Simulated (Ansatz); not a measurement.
# CH₄FGeN: up Jacob's ladder to CCSD(T)

An exercise on one series of results from a longer session: the logs are not shown, and one member is left open.

Program: Ansatz 0.2.0, Gaussian basis. Level of theory: functionals in def2-TZVPP, the program's frozen cores in correlated methods. These are calculated values, not measurements.

Levels to be run: LDA (SPW92), PBE-D4, revPBE-D4, BLYP-D4, r2SCAN-D4, B97M-V, PBE0-D4, B3LYP-D4, r2SCANh-D4, r2SCAN0-D4, HSE06-D4, BHLYP-D4, CAM-B3LYP-D4, LC-ωPBE, ωB97X-V, ωB97M-V, B2PLYP, PBE-QIDH; CCSD(T)/def2-SVP; CCSD(T)/def2-TZVPP; MP2/def2-QZVPP; extrapolation to the limit; RPA on PBE.

### Structure used throughout

The geometry comes from an earlier relaxation with PBE0-D4 in a triple-zeta def2 set; it is a stationary point, not always the lowest conformer.

SMILES `N=[C](F)[GeH3]`, 8 atoms, charge 0, spin multiplicity 1.

Atoms are counted from 1 here; the program's logs count them from 0.

Bond lengths: N1–C2 1.246 Å, N1–H5 1.016 Å, C2–F3 1.345 Å, C2–Ge4 1.978 Å, Ge4–H6 1.532 Å, Ge4–H7 1.534 Å, Ge4–H8 1.532 Å. Angles: C2–N1–H5 111.2°, N1–C2–F3 117.3°, N1–C2–Ge4 131.1°, F3–C2–Ge4 111.5°, C2–Ge4–H6 108.9°, C2–Ge4–H7 106.6°, C2–Ge4–H8 108.9°, H6–Ge4–H7 111.0°, H6–Ge4–H8 110.4°, H7–Ge4–H8 111.0°.

Set-up of the first run:

in.yaml

```yaml
crystal:
  periodic: [false, false, false]
  atoms:
    - {symbol: N, position_ang: [1.895869, 0.222254, -0.348528]}
    - {symbol: C, position_ang: [0.908058, 0.027267, 0.385604]}
    - {symbol: F, position_ang: [1.137380, -0.127061, 1.702377]}
    - {symbol: Ge, position_ang: [-1.019876, -0.103784, -0.035486]}
    - {symbol: H, position_ang: [1.617199, 0.325378, -1.319862]}
    - {symbol: H, position_ang: [-1.766230, 1.006927, 0.710324]}
    - {symbol: H, position_ang: [-1.149662, 0.071557, -1.553948]}
    - {symbol: H, position_ang: [-1.530739, -1.479638, 0.403720]}
basis:
  gaussian: {orbitals: def2-TZVPP}
hamiltonian: {xc: lda}
output: {orbitals: {seedname: orbitals}}
```

Steps of the session up to this table: LDA; PBE-D4 (GGA); revPBE-D4 (GGA); BLYP-D4 (GGA); r2SCAN-D4 (meta-GGA); B97M-V (meta-GGA); PBE0-D4 (hybrid); B3LYP-D4 (hybrid); r2SCANh-D4 (hybrid); r2SCAN0-D4 (hybrid); HSE06-D4 (hybrid); BHLYP-D4 (hybrid); CAM-B3LYP-D4 (range-separated); LC-ωPBE (range-separated); ωB97X-V (range-separated); ωB97M-V (range-separated); B2PLYP (double hybrid); PBE-QIDH (double hybrid).

One of the session's tables, all rows but one given; the rest of the session is left out.

It belongs to the step «Orbital energies across the functionals». 

```
  functional  HOMO (eV)  gap (eV)
 LDA (SPW92)      -6.89      5.00
      PBE-D4      -6.74      5.08
   revPBE-D4      -6.67      5.11
     BLYP-D4      -6.64      5.11
   r2SCAN-D4      -7.04      5.57
      B97M-V      -7.19      5.76
     PBE0-D4      -8.18      7.57
    B3LYP-D4      -7.96      7.10
  r2SCANh-D4      -7.58      6.50
  r2SCAN0-D4      -8.40      7.89
    HSE06-D4      -7.78      6.78
    BHLYP-D4      -9.59     10.10
CAM-B3LYP-D4      -9.61     10.19
     LC-ωPBE     -10.94     12.73
     ωB97X-V     -10.60     12.30
     ωB97M-V          ?         ?
```

**Question.** Estimate the row for ωB97M-V.

**Answer.** HOMO (eV): -10.49; gap (eV): 12.09. In the column «HOMO (eV)» it lies between ωB97X-V (-10.60) and CAM-B3LYP-D4 (-9.61).
